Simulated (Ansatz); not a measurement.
A run of Ansatz 0.2.0 is set up as follows.

The input input.yaml:

```yaml
crystal:
  lattice:
    - [4.806367, 0.0, 0.0]
    - [0.0, 4.806367, 0.0]
    - [0.0, 0.0, 4.806367]
  atoms:
    - { symbol: Sb, position: [0.5, 0.5, 0.0] }
    - { symbol: Sb, position: [0.0, 0.5, 0.5] }
    - { symbol: Sb, position: [0.5, 0.0, 0.5] }
    - { symbol: In, position: [0.0, 0.0, 0.0] }
hamiltonian:
  xc: pbe
  pseudopotentials: { kind: paw }
kpoints:
  mp_grid: { grid: [6, 6, 6] }
scf:
  occupations: { method: fermi_dirac, width: 0.05 }
output:
  forces: true
  stress: true
  eigenvalues: true
```

Potentials or basis: Ansatz PAW.

Launch:

```console
$ ansatz run input.yaml --threads 2 --pin off --max-ram 5120MiB --backend cpu --events-out ev --progress --plain --runs-dir out
```

Task: Estimate the pressure.

Result: 0.2 GPa.

Task: What does it give for the band gap on the k mesh?

Result: None (metal or under the smearing width).

Spin-orbit coupling is left out, which matters for the levels of Sb.
